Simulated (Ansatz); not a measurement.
# AlClF2H3N: the cost of one run

Program: Ansatz 0.2.0. Level of theory: RKS B3LYP/6-31G*. These are calculated values, not measurements.

## (1) The starting structure

Bond lengths: Al1–Cl2 2.580 Å, Al1–F3 1.690 Å, Al1–F4 1.690 Å, Al1–N5 2.220 Å, N5–H6 1.060 Å, N5–H7 1.060 Å. Angles: Cl2–Al1–F3 120.0°, Cl2–Al1–F4 120.0°, Cl2–Al1–N5 71.6°, F3–Al1–F4 120.0°, F3–Al1–N5 97.0°, F4–Al1–N5 101.2°, Al1–N5–H6 120.0°, Al1–N5–H7 120.0°, H6–N5–H7 120.0°.

Structure file:

```xyz
8

Al    0.0000    0.0000    0.0000
Cl    0.0000    0.0000    2.5800
F     1.4635    0.0000   -0.8450
F    -1.4635    0.0000   -0.8450
N     0.0928   -2.1047    0.7000
H    -0.4256   -2.8627    0.1705
H     0.6555   -2.3517    1.5637
H     0.0645   -1.4634    1.8747
```

## (2) A restrained relaxation towards end A

Springs on the bonds that form and break draw the guess towards this end; the thresholds are loose.

input.yaml

```yaml
crystal:
  periodic: [false, false, false]
  atoms:
    - { symbol: Al, position_ang: [0.0, 0.0, 0.0] }
    - { symbol: Cl, position_ang: [0.0, 0.0, 2.58] }
    - { symbol: F, position_ang: [1.4635, 0.0, -0.845] }
    - { symbol: F, position_ang: [-1.4635, 0.0, -0.845] }
    - { symbol: "N", position_ang: [0.0928, -2.1047, 0.7] }
    - { symbol: H, position_ang: [-0.4256, -2.8627, 0.1705] }
    - { symbol: H, position_ang: [0.6555, -2.3517, 1.5637] }
    - { symbol: H, position_ang: [0.0645, -1.4634, 1.8747] }
basis:
  gaussian: { orbitals: "6-31G*" }
hamiltonian:
  xc: b3lyp
relax:
  f_tol: 0.15
  max_steps: 25
  restrain:
    - { distance: [0, 4], at: 3.12, k: 30.0 }
    - { distance: [7, 1], at: 2.57, k: 30.0 }
    - { distance: [0, 1], at: 2.23, k: 30.0 }
    - { distance: [7, 4], at: 1.06, k: 30.0 }
```

Launch:

```
> ansatz run input.yaml --threads 2 --pin off --max-ram 3072MiB --backend cpu --events-out ev --progress --plain --runs-dir out
```

What time and memory should one allow on 2 threads of Arm Neoverse V1, shared host?

About 25 s, with a peak of 0.18 GiB.
